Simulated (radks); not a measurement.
# Mo¹⁰⁺ in [Ar] 3d10 4s2 4p1.5 5p0.5: an all-electron calculation

The task here is to estimate one member of a computed series from the others.

Method: Dirac Kohn-Sham, Wu-Cohen GGA, spin-unpolarised, spherical densities, finite nucleus; open shells fill j = l - 1/2 first. Code: radks (a radial shooting solver on a logarithmic mesh, Libxc functionals) version 1.

### Starting point

```
element            : molybdenum (Z = 42)
charge             : +10
electrons          : 32
configuration      : [Ar] 3d10 4s2 4p1.5 5p0.5
nuclear rms radius : 4.4091 fm
```

Set-up of the first run:

Input:

```text
Z 42
configuration [Ar] 3d10 4s2 4p1.5 5p0.5
relativity Dirac
functional wc,pbe
spin unpolarised
j_filling energy
nucleus finite rms 4.4091 fm
c 137.035999084
```

On the command line:

```
python run_ks.py task.json out
```

This one command runs every case of the session in turn.

One of the session's tables, all rows but one given; the rest of the session is left out.

It belongs to the step «Orbitals and density». Radial moments (bohr):

| level | <r> | outermost maximum (interpolated) | 90 % within | nodes |
| --- | --- | --- | --- | --- |
| 1s1/2 | 0.03517 | 0.0229 | 0.0630 | 0 |
| 2s1/2 | 0.1534 | 0.130 | 0.237 | 1 |
| 2p1/2 | 0.1307 | 0.101 | 0.214 | 0 |
| 2p3/2 | 0.1353 | 0.105 | 0.220 | 0 |
| 3s1/2 | 0.4268 | 0.383 | 0.630 | 2 |
| 3p1/2 | 0.4207 | 0.370 | 0.636 | 1 |
| 3p3/2 | 0.4310 | 0.379 | 0.650 | 1 |
| 3d3/2 | 0.4078 | 0.319 | 0.650 | 0 |
| 3d5/2 | 0.4111 | 0.322 | 0.655 | 0 |
| 4s1/2 | 0.9978 | 0.937 | 1.42 | 3 |
| 4p1/2 | 1.044 | 0.975 | 1.50 | 2 |
| 4p3/2 | 1.062 | 0.993 | 1.53 | 2 |
| 5p1/2 | ? | ? | ? | ? |
| 5p3/2 | 2.022 | 2.02 | 2.83 | 3 |

Estimate the missing values for 5p1/2.

The run gave: <r>: 1.996; outermost maximum (interpolated): 1.99; 90 % within: 2.80; nodes: 3. In the column «<r>» it lies between 4p3/2 (1.062) and 5p3/2 (2.022).
